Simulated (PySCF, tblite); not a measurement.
# C4H11Al2NO2: geometry, infrared bands and NMR shifts

Wanted: the infrared bands and NMR shifts of C4H11Al2NO2 (`C[O+]1[AlH2-][O+](C)[AlH-]1[CH2]C#N`), by calculation.

Programs: tblite 0.8.0 and PySCF 2.14.0, with density-fitted response routines of our own. Each step states its level of theory. These are calculated values for one molecule in the gas phase, unless marked as measured. Atoms count from 0, in the outputs and in this text.

**1. Starting geometry**

20 atoms, charge 0, multiplicity 1; geometry from: force field or distance geometry start.

Bonds of the start (Å): C0–O1 1.38, O1–Al2 1.81, Al2–O3 1.83, O3–C4 1.40, O3–Al5 1.85, Al5–C6 1.98, C6–C7 1.47, C7–N8 1.16, Al5–O1 1.82, C0–H9 1.13, C0–H10 1.10, C0–H11 1.12, Al2–H12 1.60, Al2–H13 1.60, C4–H14 1.11, C4–H15 1.10, C4–H16 1.09, Al5–H17 1.59, C6–H18 1.09, C6–H19 1.12.

**2. Relaxing the molecule with GFN2-xTB**

The job: settings as JSON, then the geometry in Å.

```
{"job": {"kind": "relax", "xc": "GFN2-xTB", "basis": "xTB"}, "charge": 0, "multiplicity": 1}
C     -1.391700    -1.990800    -0.530800
O     -1.317400    -0.962100     0.378900
Al    -1.885300     0.675500    -0.138100
O     -0.145900     1.117100    -0.512100
C      0.257100     2.329100     0.057700
Al     0.335700    -0.247700     0.636500
C      1.880200    -1.220000    -0.126700
C      2.738800    -0.208000    -0.757300
N      3.416900     0.571300    -1.274700
H     -1.939600    -2.842100    -0.034100
H     -0.419800    -2.409900    -0.833300
H     -2.035300    -1.721600    -1.402600
H     -2.863800     0.699500    -1.397500
H     -2.431300     1.636400     1.019700
H      1.043600     2.213700     0.836000
H      0.716300     2.958600    -0.722300
H     -0.620500     2.819800     0.474600
H      0.607300     0.229200     2.130900
H      1.604200    -1.916100    -0.918700
H      2.445300    -1.721400     0.701300
```

Started as:

```bash
$ OMP_NUM_THREADS=1 python probes_run.py task.json out
```

The driver reads the jobs from task.json and runs them one after another.

**Question.** This job is followed by: GFN2-xTB harmonic vibrations, gas phase; GIAO PBE0/pcSseg-1 NMR shielding, non-relativistic, gas phase. Predict these results of the whole session: strongest single infrared mode (GFN2-xTB); zero-point energy (GFN2-xTB); 13C shifts against TMS (PBE0/pcSseg-1, means over atoms taken as alike); 1H shifts against TMS (PBE0/pcSseg-1, means over atoms taken as alike); 17O shifts against H2O (PBE0/pcSseg-1, means over atoms taken as alike); 27Al shifts against AlH4- (PBE0/pcSseg-1); 15N shifts against NH3 (PBE0/pcSseg-1).

**Answer**, as computed:

| quantity | value |
| --- | --- |
| strongest single infrared mode (GFN2-xTB) | 652 cm⁻¹, 630 km/mol |
| zero-point energy (GFN2-xTB) | 85.6 kcal/mol |
| 13C shifts against TMS (PBE0/pcSseg-1, means over atoms taken as alike) | 127.8, 54.2, -5.9 ppm |
| 1H shifts against TMS (PBE0/pcSseg-1, means over atoms taken as alike) | 4.13, 4.13, 4.11, 4.08, 1.32 ppm |
| 17O shifts against H2O (PBE0/pcSseg-1, means over atoms taken as alike) | 10.0 ppm |
| 27Al shifts against AlH4- (PBE0/pcSseg-1) | 69.5, 38.0 ppm |
| 15N shifts against NH3 (PBE0/pcSseg-1) | 296.9 ppm |

What this shows: Over 279 steps the energy fell by 1.624 eV; of the close pairs, Al2–Al5 changed most, 2.527 to 2.734 Å. The lowest mode is imaginary (31i cm⁻¹), so the xTB geometry is not a minimum. The strongest single mode, at 652 cm⁻¹, is carried by H12, H13, H17, Al5. GFN2-xTB is a fitted tight-binding method: band positions and strengths are rough. Its intensities can rank the bands wrongly. At PBE0/pcSseg-1: The widest tensor belongs to N8: span 493 ppm, with a paramagnetic part of -369 ppm.
